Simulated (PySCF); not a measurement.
# Tl2 (Tl2): the cost of one run

Method: B3LYP, Tl def2-SVP with ECP60; scalar-relativistic core potentials, no spin–orbit coupling; program: PySCF 2.14.0.

2 further runs of the same task are left out: 2 for a known fault of the program.

**1. The starting structure**

2 atoms, charge 0, spin multiplicity 3.

Bond lengths: Tl1–Tl2 3.204 Å.

Coordinates:

```xyz
2

Tl    0.00000    0.00000    1.60189
Tl    0.00000    0.00000   -1.60189
```

An earlier session relaxed this geometry at B3LYP, Tl def2-SVP with ECP60 (triplet, point group D∞h).

Its energy there is -345.165797 Eh.

**2. Atoms moved at random, σ = 0.06 Å**

File run.py (the lines that set the calculation):

```python
mol = gto.M(atom='''
Tl    -0.01723    -0.00195     1.54263
Tl     0.01723     0.00195    -1.54263''',
    basis={'Tl': 'def2-SVP'},
    ecp={'Tl': 'def2-SVP'},
    charge=0, spin=2)
mf = dft.UKS(mol, xc='B3LYP')
mf.grids.atom_grid = (50, 194)
mf = mf.density_fit()  # fitting sets: Tl def2-universal-JKFIT
mf.conv_tol = 1e-08; mf.max_cycle = 55
mf.kernel(dm0)  # dm0: the density of the relaxed state
```

The run is started by

```
OMP_NUM_THREADS=2 python run.py
```

**Question.** How long does this run take on 2 threads of Arm Neoverse V1, shared host?

About 1.2 s.
